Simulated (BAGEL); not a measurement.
**HF/STO-3G (density fitting with qzvpp-jkfit) run of B2F4 (diboron tetrafluoride)**

What is the energy change on altering one bond length of B2F4 (diboron tetrafluoride) at HF/STO-3G (density fitting with qzvpp-jkfit)? 

The results are computed with BAGEL 1.2.2.

1 further run of the same task is left out (set aside as unsound or not needed).

## 1. The molecule

B2F4 has 6 atoms, charge 0, and is taken as a singlet. As SMILES, `FB(F)B(F)F`. The coordinates come from a GFN2-xTB relaxation.

Bond lengths: F1–B2 1.316 Å, B2–F3 1.316 Å, B2–B4 1.718 Å, B4–F5 1.316 Å, B4–F6 1.316 Å. Angles: F1–B2–F3 112.3°, F1–B2–B4 123.8°, F3–B2–B4 123.8°, B2–B4–F5 123.8°, B2–B4–F6 123.8°, F5–B4–F6 112.3°.

## 2. A single-point energy at HF/STO-3G (density fitting with qzvpp-jkfit)

The input, calc.json:

```json
{ "bagel" : [

{
  "title" : "molecule",
  "basis" : "sto-3g",
  "df_basis" : "qzvpp-jkfit",
  "angstrom" : "true",
  "geometry" : [
    { "atom" : "F", "xyz" : [       0.772690,      -0.727760,       1.613350 ] },
    { "atom" : "B", "xyz" : [       0.286610,      -0.709500,       0.390460 ] },
    { "atom" : "F", "xyz" : [       0.292020,      -1.901020,      -0.167640 ] },
    { "atom" : "B", "xyz" : [      -0.286590,       0.709540,      -0.390440 ] },
    { "atom" : "F", "xyz" : [      -0.775350,       0.727110,      -1.612260 ] },
    { "atom" : "F", "xyz" : [      -0.289380,       1.901640,       0.166510 ] }
  ]
},

{ "title" : "hf" },

{ "title" : "print", "file" : "orbitals.molden", "orbitals" : "true" }

]}
```

Launch:

```console
$ BAGEL_NUM_THREADS=1 BAGEL calc.json > calc.out
```

What it wrote:

```text
* using 1 threads per process

  ===============================================================
  ===============================================================

  *** Geometry ***

  { "atom" : "F", "xyz" : [      1.460172,     -1.375267,      3.048790 ] },
  { "atom" : "B", "xyz" : [      0.541614,     -1.340761,      0.737862 ] },
  { "atom" : "F", "xyz" : [      0.551838,     -3.592407,     -0.316794 ] },
  { "atom" : "B", "xyz" : [     -0.541577,      1.340836,     -0.737825 ] },
  { "atom" : "F", "xyz" : [     -1.465199,      1.374039,     -3.046730 ] },
  { "atom" : "F", "xyz" : [     -0.546849,      3.593579,      0.314658 ] },

  Number of auxiliary basis functions:      458

  Since a DF basis is specified, we compute 2- and 3-index integrals:
    o Being stored without compression. Storage requirement is 0.003 GB

  Number of basis functions:       30
  Number of electrons      :       46

    * METHOD: MOLECULE                             0.15

  *** RHF ***

  === Nuclear Repulsion ===
   203.9186371614

      * DIIS with orbital gradients will be used.

  === RHF iteration (sto-3g) ===
      0       -440.93809354          0.02619294           0.02
      1       -441.10656359          0.00796456           0.02
      2       -441.12083442          0.00104659           0.02
      3       -441.12136447          0.00010278           0.02
      4       -441.12137029          0.00002597           0.02
      5       -441.12137064          0.00000561           0.02
      6       -441.12137065          0.00000066           0.02
      7       -441.12137065          0.00000014           0.02
      8       -441.12137065          0.00000002           0.02
      9       -441.12137065          0.00000001           0.02
    * SCF iteration converged.

    * Permanent dipole moment:
           (   -0.000008,    -0.000024,     0.000022) a.u.

    * METHOD: HF                                   0.24

    * METHOD: PRINT                                0.00

  ===============================================================
```

Run time: 0.53 s. Hardware: 1 thread of Arm Neoverse V1, shared host; peak memory 0.08 GiB.

## 3. The distorted shape

The input, calc.json:

```json
{ "bagel": [

{
  "title": "molecule",
  "basis": "sto-3g",
  "df_basis": "qzvpp-jkfit",
  "angstrom": true,
  "geometry": [
    { "atom": "F", "xyz": [    0.944652,   -1.153477,    1.847623 ] },
    { "atom": "B", "xyz": [    0.458572,   -1.135217,    0.624733 ] },
    { "atom": "F", "xyz": [    0.463982,   -2.326737,    0.066633 ] },
    { "atom": "B", "xyz": [   -0.286590,    0.709540,   -0.390440 ] },
    { "atom": "F", "xyz": [   -0.775350,    0.727110,   -1.612260 ] },
    { "atom": "F", "xyz": [   -0.289380,    1.901640,    0.166510 ] }
  ]
},
{ "title": "hf" },
{ "title": "print", "file": "orbitals.molden", "orbitals": true }

]}
```

Launch:

```console
$ BAGEL_NUM_THREADS=1 BAGEL calc.json > calc.out
```

What it wrote:

```text
* using 1 threads per process

  ===============================================================
  ===============================================================

  *** Geometry ***

  { "atom" : "F", "xyz" : [      1.785134,     -2.179756,      3.491501 ] },
  { "atom" : "B", "xyz" : [      0.866575,     -2.145249,      1.180574 ] },
  { "atom" : "F", "xyz" : [      0.876799,     -4.396896,      0.125918 ] },
  { "atom" : "B", "xyz" : [     -0.541577,      1.340836,     -0.737825 ] },
  { "atom" : "F", "xyz" : [     -1.465199,      1.374039,     -3.046730 ] },
  { "atom" : "F", "xyz" : [     -0.546849,      3.593579,      0.314658 ] },

  Number of auxiliary basis functions:      458

  Since a DF basis is specified, we compute 2- and 3-index integrals:
    o Being stored without compression. Storage requirement is 0.003 GB

  Number of basis functions:       30
  Number of electrons      :       46

    * METHOD: MOLECULE                             0.15

  *** RHF ***

  === Nuclear Repulsion ===
   190.7785445232

      * DIIS with orbital gradients will be used.

  === RHF iteration (sto-3g) ===
      0       -440.87917456          0.02493822           0.02
      1       -441.03464278          0.00772130           0.02
      2       -441.04846181          0.00118181           0.02
      3       -441.04914807          0.00011768           0.02
      4       -441.04915581          0.00002205           0.02
      5       -441.04915605          0.00000385           0.02
      6       -441.04915606          0.00000057           0.02
      7       -441.04915606          0.00000013           0.02
      8       -441.04915606          0.00000002           0.02
      9       -441.04915606          0.00000001           0.02
    * SCF iteration converged.

    * Permanent dipole moment:
           (   -0.000006,    -0.000035,     0.000018) a.u.

    * METHOD: HF                                   0.23

    * METHOD: PRINT                                0.00

  ===============================================================
```

Run time: 0.5 s. Hardware: 1 thread of Arm Neoverse V1, shared host; peak memory 0.08 GiB.

## 4. What came out

At HF/STO-3G (density fitting with qzvpp-jkfit):

| quantity | value |
| --- | --- |
| first shape: total energy | -441.12137 Eh |
| first shape: dipole moment | 0.00 D |
| first shape: HOMO energy | -9.78 eV |
| first shape: LUMO energy | 6.03 eV |
| first shape: HOMO–LUMO gap | 15.81 eV |
| distorted shape: total energy | -441.04916 Eh |
| distorted shape: dipole moment | 0.00 D |
| distorted shape: HOMO energy | -8.03 eV |
| distorted shape: LUMO energy | 7.47 eV |
| distorted shape: HOMO–LUMO gap | 15.49 eV |
| energy change with the B2–B4 bond stretched from 1.718 to 2.234 Å | 1.965 eV |

**Reading.** With the B2–B4 bond stretched from 1.718 to 2.234 Å the energy rises by 1.97 eV (45 kcal/mol). The first shape isn't relaxed at this level, so the change isn't measured from a minimum. The minimal basis adds a large error of its own.
